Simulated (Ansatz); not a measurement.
**Si₂PNH₆: one molecule under many settings**

The runs use Ansatz 0.2.0, Gaussian basis; the settings change from run to run.

## Step 1: The geometry

An earlier PBE0-D4/def2-TZVP relaxation fixed the geometry.

SMILES `[SiH3]N1[SiH2]P1`, 10 atoms, charge 0, spin multiplicity 1.

Atoms are counted from 1 here; the program's logs count them from 0.

Bond lengths: Si1–N2 1.715 Å, Si1–H5 1.487 Å, Si1–H6 1.486 Å, Si1–H7 1.490 Å, N2–Si3 1.709 Å, N2–P4 1.782 Å, Si3–P4 2.183 Å, Si3–H8 1.479 Å, Si3–H9 1.481 Å, P4–H10 1.437 Å. Angles: N2–Si1–H5 109.6°, N2–Si1–H6 108.3°, N2–Si1–H7 112.0°, H5–Si1–H6 110.2°, H5–Si1–H7 108.0°, H6–Si1–H7 108.7°, Si1–N2–Si3 149.0°, Si1–N2–P4 131.7°, Si3–N2–P4 77.4°, N2–Si3–P4 52.8°, N2–Si3–H8 117.3°, N2–Si3–H9 117.9°, P4–Si3–H8 121.3°, P4–Si3–H9 121.6°, H8–Si3–H9 112.7°, N2–P4–Si3 49.8°, N2–P4–H10 99.7°, Si3–P4–H10 94.5°.

## Step 2: RPA/cc-pVTZ-DK

Options: multiplicity 3, correlated electrons set to outside_noble_gas.

in.yaml

```yaml
crystal:
  periodic: [false, false, false]
  atoms:
    - {symbol: Si, position_ang: [-0.933957, 1.190266, -0.636262]}
    - {symbol: N, position_ang: [-0.094242, -0.232010, -0.174188]}
    - {symbol: Si, position_ang: [0.443185, -1.278899, 1.064465]}
    - {symbol: P, position_ang: [1.193704, -1.162359, -0.981699]}
    - {symbol: H, position_ang: [-1.394184, 1.061791, -2.043881]}
    - {symbol: H, position_ang: [-2.097937, 1.361117, 0.271846]}
    - {symbol: H, position_ang: [-0.071708, 2.401779, -0.542781]}
    - {symbol: H, position_ang: [-0.475960, -2.358713, 1.485952]}
    - {symbol: H, position_ang: [1.185978, -0.684243, 2.199872]}
    - {symbol: H, position_ang: [2.328319, -0.350031, -0.640224]}
basis:
  gaussian: {orbitals: cc-pVTZ-DK}
magnetization: {spin_polarized: true, initial_magnetization: 2}
hamiltonian: {xc: {name: HF}}
correlation: {method: rpa, electrons: outside_noble_gas}
```

Run with:

```
ansatz run in.yaml --threads 2 --pin off --events-out ev --progress --plain --max-ram 4352MiB
```

**Question.** How long does this run take on 2 threads of Intel Xeon Platinum 8375C at 2.90GHz, shared host, and how much memory does it need?

About 22 s, with a peak of 0.61 GiB.
